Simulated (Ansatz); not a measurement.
# Rb2Te2Pt: the cost of one run

Program: Ansatz 0.2.0. Level of theory: DFT PBEsol, plane waves, PAW, scalar-relativistic, no spin polarisation. These are calculated values, not measurements.

### Step 1. Starting point

The cell holds 20 atoms (Pt4Rb8Te8): a = 8.427 Å, b = 8.596 Å, c = 11.265 Å, α = 90.00°, β = 90.00°, γ = 90.00°.

The coordinates stand in the first input below.

### Step 2. Run 1

80 steps of 4.5 fs under a Langevin thermostat at 2000 K.

Contents of input.yaml:

```yaml
accuracy: low
crystal:
  lattice:
    - [8.426579, 0.0, 0.0]
    - [0.0, 8.595541, 0.0]
    - [0.0, 0.0, 11.265003]
  atoms:
    - { symbol: Rb, position: [0.0, 0.5, 0.2015046] }
    - { symbol: Rb, position: [0.25, 0.0, 0.2984954] }
    - { symbol: Te, position: [0.25, 0.2123538, 0.0] }
    - { symbol: Te, position: [0.0, 0.2876462, 0.5] }
    - { symbol: Pt, position: [0.0, 0.0, 0.0] }
    - { symbol: Rb, position: [0.5, 0.5, 0.2015046] }
    - { symbol: Rb, position: [0.75, 0.0, 0.2984954] }
    - { symbol: Te, position: [0.75, 0.2123538, 0.0] }
    - { symbol: Te, position: [0.5, 0.2876462, 0.5] }
    - { symbol: Pt, position: [0.5, 0.0, 0.0] }
    - { symbol: Rb, position: [0.25, 0.0, 0.7015046] }
    - { symbol: Rb, position: [0.5, 0.5, 0.7984954] }
    - { symbol: Te, position: [0.5, 0.7123538, 0.5] }
    - { symbol: Te, position: [0.25, 0.7876462, 0.0] }
    - { symbol: Pt, position: [0.25, 0.5, 0.5] }
    - { symbol: Rb, position: [0.75, 0.0, 0.7015046] }
    - { symbol: Rb, position: [0.0, 0.5, 0.7984954] }
    - { symbol: Te, position: [0.0, 0.7123538, 0.5] }
    - { symbol: Te, position: [0.75, 0.7876462, 0.0] }
    - { symbol: Pt, position: [0.75, 0.5, 0.5] }
basis:
  ecutwfc: 420.0
kpoints:
  mp_grid: { grid: [2, 2, 2] }
hamiltonian:
  xc: pbesol
scf:
  occupations: { method: fermi_dirac, width: 0.17 }
  lower_state_search: "off"
md:
  timestep: 4.5
  n_steps: 80
  ensemble: nvt_langevin
  temperature: 2000.0
  initial_velocities: maxwell_boltzmann
  seed: 284361
  friction: 0.02
```

The run is started by

```
ansatz run input.yaml --threads 4 --pin off --max-ram 10240MiB --backend cpu --events-out ev --progress --plain --runs-dir out
```

Q: Estimate wall time and peak memory on 4 threads of Arm Neoverse V2, shared host.

About 22 min, with a peak of 3.7 GiB.
